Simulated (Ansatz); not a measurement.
# GeH2OS: a ladder of functionals and wavefunction methods

An exercise on one series of results from a longer session: the logs are not shown, and one member is left open.

Method: functionals in def2-TZVPP, the program's frozen cores in correlated methods; program: Ansatz 0.2.0, Gaussian basis.

The runs, in order: LDA (SPW92), PBE-D4, revPBE-D4, BLYP-D4, r2SCAN-D4, B97M-V, PBE0-D4, B3LYP-D4, r2SCANh-D4, r2SCAN0-D4, HSE06-D4, BHLYP-D4, CAM-B3LYP-D4, LC-ωPBE, ωB97X-V, ωB97M-V, B2PLYP, PBE-QIDH; CCSD(T)/def2-SVP; CCSD(T)/def2-TZVPP; MP2/def2-QZVPP; extrapolation to the limit; RPA on PBE.

### Structure used throughout

All runs share one geometry, relaxed beforehand with PBE0-D4 in a triple-zeta def2 set.

SMILES `[OH][Ge][SH]`, 5 atoms, charge 0, spin multiplicity 1.

Atoms are counted from 1 here; the program's logs count them from 0.

Bond lengths: O1–Ge2 1.782 Å, O1–H4 0.961 Å, Ge2–S3 2.260 Å, S3–H5 1.343 Å. Angles: Ge2–O1–H4 117.4°, O1–Ge2–S3 97.9°, Ge2–S3–H5 93.6°.

Set-up of the first run:

Contents of in.yaml:

```yaml
crystal:
  periodic: [false, false, false]
  atoms:
    - {symbol: O, position_ang: [-1.346040, -1.001263, 0.399812]}
    - {symbol: Ge, position_ang: [-0.897419, 0.628925, -0.164199]}
    - {symbol: S, position_ang: [1.343253, 0.336538, -0.206293]}
    - {symbol: H, position_ang: [-0.632530, -1.625174, 0.561369]}
    - {symbol: H, position_ang: [1.582736, 1.587373, -0.632091]}
basis:
  gaussian: {orbitals: def2-TZVPP}
hamiltonian: {xc: lda}
output: {orbitals: {seedname: orbitals}}
```

Among the steps run: LDA; PBE-D4 (GGA); revPBE-D4 (GGA); BLYP-D4 (GGA); r2SCAN-D4 (meta-GGA); B97M-V (meta-GGA); PBE0-D4 (hybrid); B3LYP-D4 (hybrid); r2SCANh-D4 (hybrid); r2SCAN0-D4 (hybrid); HSE06-D4 (hybrid); BHLYP-D4 (hybrid); CAM-B3LYP-D4 (range-separated); LC-ωPBE-D4 (range-separated; the results give it without D4); ωB97X-V (range-separated); ωB97M-V (range-separated); B2PLYP (double hybrid); PBE-QIDH (double hybrid).

One table of the session follows, with a row left open; its other results are not shown here.

It belongs to the step «Frontier levels by functional». 

```
  functional  HOMO (eV)  LUMO (eV)  gap (eV)
 LDA (SPW92)      -6.46      -2.94      3.52
      PBE-D4      -6.30      -2.72      3.58
   revPBE-D4      -6.24      -2.64      3.60
     BLYP-D4      -6.16      -2.61      3.55
   r2SCAN-D4      -6.57      -2.69      3.88
      B97M-V      -6.53      -2.57      3.95
     PBE0-D4      -7.35      -1.99      5.36
    B3LYP-D4      -7.17      -2.20      4.97
  r2SCANh-D4      -6.95      -2.40      4.55
  r2SCAN0-D4      -7.53      -1.98      5.55
    HSE06-D4      -6.96      -2.37      4.59
    BHLYP-D4      -8.28      -1.17      7.11
CAM-B3LYP-D4      -8.60      -0.98      7.62
     LC-ωPBE      -9.86       0.10      9.96
     ωB97X-V          ?          ?         ?
     ωB97M-V      -9.40      -0.05      9.35
```

**Question.** Estimate the row for ωB97X-V.

As computed: HOMO (eV): -9.53; LUMO (eV): 0.04; gap (eV): 9.57. In the column «HOMO (eV)» it lies between LC-ωPBE (-9.86) and ωB97M-V (-9.40).
